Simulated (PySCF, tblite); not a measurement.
# B3H7N3P, a small molecule taken as a stand-in for a surface group (BN ring, B site): NMR shifts, core binding energies and electronic excitations, part 2 of 2

tblite 0.8.0 and PySCF 2.14.0. Atoms count from 0, parts from 1.

### Step 5. X-ray photoelectron lines: SCAN, X2C

What the job is given:

```
{"job": {"kind": "xps", "holes": 5}, "charge": 0, "multiplicity": 1}
N     -1.165455     0.383291     0.107080
B     -0.874868     0.417969     1.504252
N      0.464565     0.141346     1.906818
B      1.495841    -0.163181     0.970811
N      1.146974    -0.182519    -0.413297
B     -0.177627     0.082091    -0.881790
P     -0.581537     0.178207    -2.779103
H     -2.114277     0.576725    -0.185529
H     -1.736480     0.671866     2.313551
H      0.690703     0.160354     2.892170
H      2.625679    -0.398443     1.331459
H      1.873656    -0.398999    -1.082918
H      0.143285    -0.988314    -3.166505
H     -1.842308    -0.487208    -2.718030
```

Method: delta-SCF UKS SCAN, pcX-2 on the ionised atom, pcseg-1 elsewhere, spin-free X2C.

Log:

```text
ground state, core basis on atom 1 (B), 168 functions
  cycle   1  E = -585.21818584  |g| = 6.39e-01
  cycle   2  E = -585.08077849  |g| = 9.87e-01
  cycle   3  E = -585.31229727  |g| = 9.12e-02
  cycle   4  E = -585.31459682  |g| = 2.77e-02
  cycle   5  E = -585.31482845  |g| = 8.78e-03
  cycle   6  E = -585.31484617  |g| = 5.07e-03
  cycle   7  E = -585.31485134  |g| = 1.58e-03
  cycle   8  E = -585.31485117  |g| = 4.53e-04
  E(ground) = -585.35305938 Eh
hole in B 1s of atom 1
  cycle   1  E = -577.70441948  |g| = 1.17e+00
  cycle   2  E = -575.67054318  |g| = 1.92e+00
  cycle   3  E = -577.89085003  |g| = 5.66e-01
  cycle   4  E = -578.08753327  |g| = 2.47e-01
  cycle   5  E = -578.10582744  |g| = 1.57e-01
  cycle   6  E = -578.11633242  |g| = 5.00e-02
  cycle   7  E = -578.11750722  |g| = 2.36e-02
  cycle   8  E = -578.11783585  |g| = 9.60e-03
  cycle   9  E = -578.11793732  |g| = 5.19e-03
  cycle  10  E = -578.11798121  |g| = 3.45e-03
  cycle  11  E = -578.11799207  |g| = 2.25e-03
  cycle  12  E = -578.11799636  |g| = 9.84e-04
  cycle  13  E = -578.11799760  |g| = 4.39e-04
  E(ion) = -578.15706012 Eh   <S^2> = 0.8097   hole on atom = 1.000   binding energy = 195.813 eV
ground state, core basis on atom 2 (N), 168 functions
  cycle   1  E = -585.33218241  |g| = 7.17e-02
  cycle   2  E = -585.33218922  |g| = 6.05e-03
  cycle   3  E = -585.33217726  |g| = 9.08e-03
  cycle   4  E = -585.33219640  |g| = 1.41e-03
  cycle   5  E = -585.33219917  |g| = 2.72e-04
  E(ground) = -585.36745312 Eh
hole in N 1s of atom 2
  cycle   1  E = -569.75310461  |g| = 1.87e+00
  cycle   2  E = -566.80458653  |g| = 2.58e+00
  cycle   3  E = -570.12136949  |g| = 7.17e-01
  cycle   4  E = -570.41507536  |g| = 2.84e-01
  cycle   5  E = -570.44559698  |g| = 1.71e-01
  cycle   6  E = -570.45956311  |g| = 5.16e-02
  cycle   7  E = -570.46120755  |g| = 1.13e-02
  cycle   8  E = -570.46129035  |g| = 2.46e-03
  cycle   9  E = -570.46129237  |g| = 1.06e-03
  cycle  10  E = -570.46129521  |g| = 3.88e-04
  E(ion) = -570.49597706 Eh   <S^2> = 0.7647   hole on atom = 1.000   binding energy = 404.673 eV
ground state, core basis on atom 4 (N), 168 functions
  cycle   1  E = -585.33230284  |g| = 7.18e-02
  cycle   2  E = -585.33229333  |g| = 1.29e-02
  cycle   3  E = -585.33224512  |g| = 1.94e-02
  cycle   4  E = -585.33232872  |g| = 1.86e-03
  cycle   5  E = -585.33233111  |g| = 3.04e-04
  E(ground) = -585.36739394 Eh
hole in N 1s of atom 4
  cycle   1  E = -569.74928315  |g| = 1.87e+00
  cycle   2  E = -568.96213916  |g| = 2.13e+00
  cycle   3  E = -570.36281600  |g| = 4.57e-01
  cycle   4  E = -570.40662891  |g| = 3.12e-01
  cycle   5  E = -570.46003140  |g| = 5.81e-02
  cycle   6  E = -570.46120132  |g| = 2.44e-02
  cycle   7  E = -570.46155948  |g| = 6.35e-03
  cycle   8  E = -570.46158308  |g| = 2.44e-03
  cycle   9  E = -570.46158672  |g| = 8.23e-04
  cycle  10  E = -570.46158744  |g| = 2.69e-04
  E(ion) = -570.49605210 Eh   <S^2> = 0.7646   hole on atom = 1.000   binding energy = 404.670 eV
ground state, core basis on atom 5 (B), 168 functions
  cycle   1  E = -585.31454624  |g| = 5.33e-02
  cycle   2  E = -585.31423633  |g| = 4.42e-02
  cycle   3  E = -585.31470713  |g| = 1.86e-02
  cycle   4  E = -585.31481042  |g| = 4.99e-03
  cycle   5  E = -585.31481546  |g| = 6.97e-04
  cycle   6  E = -585.31481493  |g| = 1.64e-04
  E(ground) = -585.35343106 Eh
hole in B 1s of atom 5
  cycle   1  E = -577.68913288  |g| = 1.19e+00
  cycle   2  E = -576.03193751  |g| = 2.05e+00
  cycle   3  E = -577.97578513  |g| = 5.09e-01
  cycle   4  E = -578.05842765  |g| = 3.43e-01
  cycle   5  E = -578.11087330  |g| = 9.74e-02
  cycle   6  E = -578.11582717  |g| = 1.56e-02
  cycle   7  E = -578.11601401  |g| = 7.23e-03
  cycle   8  E = -578.11606672  |g| = 4.44e-03
  cycle   9  E = -578.11608864  |g| = 4.00e-03
  cycle  10  E = -578.11610289  |g| = 2.16e-03
  cycle  11  E = -578.11610703  |g| = 9.27e-04
  cycle  12  E = -578.11610673  |g| = 3.91e-04
  E(ion) = -578.15558203 Eh   <S^2> = 0.7995   hole on atom = 1.000   binding energy = 195.863 eV
ground state, core basis on atom 6 (P), 179 functions
  cycle   1  E = -585.43277338  |g| = 3.39e-01
  cycle   2  E = -585.43276132  |g| = 2.84e-02
  cycle   3  E = -585.43260762  |g| = 3.72e-02
  cycle   4  E = -585.43302116  |g| = 4.98e-03
  cycle   5  E = -585.43302415  |g| = 3.11e-03
  cycle   6  E = -585.43302404  |g| = 2.97e-04
  E(ground) = -585.44006668 Eh
hole in P 2p of atom 6
  cycle   1  E = -580.02704226  |g| = 1.38e+00
  cycle   2  E = -578.03737545  |g| = 1.75e+00
  cycle   3  E = -579.84469123  |g| = 9.83e-01
  cycle   4  E = -580.37602524  |g| = 2.17e-01
  cycle   5  E = -580.40176816  |g| = 1.67e-01
  cycle   6  E = -580.41334757  |g| = 4.81e-02
  cycle   7  E = -580.41436976  |g| = 1.36e-02
  cycle   8  E = -580.41445194  |g| = 4.47e-03
  cycle   9  E = -580.41446229  |g| = 1.43e-03
  cycle  10  E = -580.41446328  |g| = 7.66e-04
  cycle  11  E = -580.41446531  |g| = 6.55e-04
  cycle  12  E = -580.41446409  |g| = 1.02e-04
  E(ion) = -580.43348434 Eh   <S^2> = 0.7538   hole on atom = 1.002   binding energy = 136.236 eV
  2p3/2 = 136.011 eV   2p1/2 = 136.904 eV
```

Run time: 43 s. Hardware: 1 thread of Arm Neoverse V1, shared host; peak memory 0.7 GiB.

Binding energies by hole, beside the orbital energy of the ground state; the difference holds orbital relaxation and, for a density functional, its self-interaction error:

| hole | stands for | environment | ΔSCF (eV; 2p as the shell's mean) | −ε (eV) | ⟨S²⟩ |
| --- | --- | --- | --- | --- | --- |
| B1s on B1 | B1, B3 | boron bonded to 2 N, H | 195.81 | 180.2 | 0.810 |
| N1s on N2 | N2 | nitrogen bonded to 2 B, H | 404.67 | 385.8 | 0.765 |
| N1s on N4 | N0, N4 | nitrogen bonded to 2 B, H | 404.67 | 385.9 | 0.765 |
| B1s on B5 | B5 | boron bonded to 2 N, P | 195.86 | 180.6 | 0.799 |
| P2p on P6 | P6 | phosphorus bonded to B, 2 H | 136.31 | 125.3 | 0.754 |

Each hole run stands for the others of its class of like atoms.

With the spin-orbit splitting: P6 2p3/2 136.01, 2p1/2 136.90 eV. The table gives each 2p level as the mean over the whole 2p shell (two parts 2p3/2, one part 2p1/2), which differs a little from the single hole in the log.

### Step 6. Excited states and response: CAM-B3LYP/def2-SVPD

Settings changed since step 5:

```diff
@@ -1,2 +1,2 @@
-{"job": {"kind": "xps", "holes": 5}, "charge": 0, "multiplicity": 1}
+{"job": {"kind": "uv", "xc": "CAM-B3LYP", "basis": "def2-SVPD", "nstates": 6, "ntriplets": 2, "ip": true}, "charge": 0, "multiplicity": 1}
 N     -1.165455     0.383291     0.107080
```

Level: TDDFT CAM-B3LYP/def2-SVPD, vertical, gas phase, core orbitals frozen in the response.

Log:

```text
coarse grid: 12408 points
cycle   1  E = -584.1045257722  dE =  9.660e-01  |g| = 5.370e-01  |ddm| = 9.468e+00
cycle   2  E = -584.1072392929  dE = -2.714e-03  |g| = 5.760e-01  |ddm| = 2.253e+00
cycle   3  E = -584.1769501754  dE = -6.971e-02  |g| = 3.917e-02  |ddm| = 1.292e+00
cycle   4  E = -584.1774232950  dE = -4.731e-04  |g| = 1.473e-02  |ddm| = 1.715e-01
cycle   5  E = -584.1774914724  dE = -6.818e-05  |g| = 3.339e-03  |ddm| = 5.925e-02
cycle   6  E = -584.1774942232  dE = -2.751e-06  |g| = 1.662e-03  |ddm| = 1.815e-02
final grid: 116136 points
cycle   7  E = -584.2480202108  dE = -2.543e-05  |g| = 5.773e-03  |ddm| = 2.112e-01
cycle   8  E = -584.2480183451  dE =  1.866e-06  |g| = 6.701e-03  |ddm| = 2.656e-02
cycle   9  E = -584.2480274378  dE = -9.093e-06  |g| = 2.756e-04  |ddm| = 1.150e-02
cycle  10  E = -584.2480274548  dE = -1.692e-08  |g| = 1.600e-04  |ddm| = 1.477e-03
cycle  11  E = -584.2480274613  dE = -6.568e-09  |g| = 4.419e-05  |ddm| = 4.688e-04
cycle  12  E = -584.2480274618  dE = -4.627e-10  |g| = 1.046e-05  |ddm| = 1.312e-04
converged SCF energy = -584.2480274618

Static polarisability (au): isotropic 88.302, principal 63.778 90.315 110.814

Singlet excitations
state   eV       nm        f      main configurations
  1   6.1470    201.7   0.05439   H->L 0.81, H->L+2 0.11
  2   6.5546    189.2   0.02045   H->L+5 0.50, H->L+1 0.36
  3   6.6776    185.7   0.20190   H->L+2 0.61, H->L+3 0.24
  4   6.8451    181.1   0.00611   H-1->L+1 0.32, H-2->L+2 0.21, H->L+5 0.19
  5   7.3826    167.9   0.01370   H-2->L 0.59, H->L+4 0.15, H->L+1 0.13
  6   7.4380    166.7   0.09963   H-1->L 0.51, H->L+3 0.20

Triplet excitations (Tamm-Dancoff, eV): 5.3464 5.6057
Vertical ionisation energy (delta-SCF) = 9.2840 eV
```

Run time: 58 s. Hardware: 1 thread of Arm Neoverse V1, shared host; peak memory 1 GiB.

The orbitals next to the gap, with their largest atomic shares:

| orbital | eV | atoms |
| --- | --- | --- |
| HOMO−3 | -10.60 | P6 31 %, B5 16 %, N2 10 % |
| HOMO−2 | -9.73 | N0 35 %, N4 34 %, B3 8 % |
| HOMO−1 | -9.71 | N2 37 %, N4 11 %, N0 11 % |
| HOMO | -8.42 | P6 61 %, B5 12 %, H12 6 % |
| LUMO | 0.68 | B5 29 %, B1 13 %, B3 13 % |
| LUMO+1 | 1.16 | B1 28 %, B3 21 %, N2 12 % |
| LUMO+2 | 1.17 | B5 19 %, B3 19 %, B1 12 % |

With each of the 6 states as a Gaussian band of 0.4 eV half-width at 1/e, the curve within the window shown has maxima at 186 nm (ε 9,700), 169 nm (ε 4,900) L/(mol cm). Beyond the last state computed it falls off for lack of states. The curve at chosen wavelengths:

(nm, ε (L/mol/cm)): (160, 2559), (163, 3921), (165, 4566), (168, 4939), (170, 4926), (173, 5033), (175, 5460), (178, 6720), (180, 7778), (183, 9135), (185, 9605), (188, 9462), (190, 8873), (193, 7558), (195, 6587), (198, 5221), (200, 4431), (203, 3431), (205, 2869), (208, 2145), (210, 1732), (213, 1209), (215, 925), (218, 592), (220, 426), (223, 250)

Further results of this job:

| property | computed |
| --- | --- |
| dipole moment (D) | 1.00 |
| polarisability (Å³) | 13.09 |
| HOMO–LUMO gap (eV) | 9.10 |
| −ε(HOMO) (eV) | 8.42 |

### Step 7. Summary of results

What follows sums up all 2 parts.

```
                                                                    quantity                        value
                                                                 point group                           Cs
                                        rotational constants (main isotopes)         5.08, 1.38, 1.09 GHz
      ¹H shifts against TMS (PBE0/pcSseg-1, means over atoms taken as alike)   5.59, 5.47, 4.67, 1.93 ppm
     ¹⁵N shifts against NH3 (PBE0/pcSseg-1, means over atoms taken as alike)             149.4, 144.3 ppm
¹¹B shifts against BF3·OEt2 (PBE0/pcSseg-1, means over atoms taken as alike)               35.3, 27.0 ppm
                                    ³¹P shifts against H3PO4 (PBE0/pcSseg-1)                   -249.8 ppm
                                       surface potential, 1st and 99th percentile           -1.06 V and 1.75 V
                                            B1s binding energies, SCAN/pcX-2      B5 195.86, B1 195.81 eV
                                            N1s binding energies, SCAN/pcX-2      N2 404.67, N4 404.67 eV
                                            P2p binding energies, SCAN/pcX-2                 P6 136.31 eV
                                        lowest singlet (CAM-B3LYP/def2-SVPD)  6.15 eV (202 nm), f = 0.054
                                    brightest single state of those computed  state 3, 6.68 eV, f = 0.202
                                                              lowest triplet                      5.35 eV
                                           vertical ionisation energy (ΔSCF)                      9.28 eV
```

Relaxing lowered the energy by 0.246 eV in 5 steps; the close pair that moved most is B3–H10, from 1.139 to 1.209 Å (PBE0/def2-SVP). The B1s levels computed lie within 0.05 eV of one another, too close to rank. The N1s levels computed lie within 0.00 eV of one another, too close to rank. The lowest singlet, at 6.15 eV, is HOMO→LUMO 0.81, HOMO→LUMO+2 0.11 and is bright; of the 6 states computed, the strongest absorption comes from state 3 at 6.68 eV (the last state computed is bright too, and its partners may lie past the list). The lowest triplet lies 0.80 eV below the lowest singlet (triplets in Tamm-Dancoff, singlets in full TDDFT). The orbital energy would give 8.42 eV for ionisation, ΔSCF gives 9.28 eV. A capped cluster stands for the solid here, so long-range fields and strain are missing, and bands or shifts of the capping hydrogens have no counterpart in it.
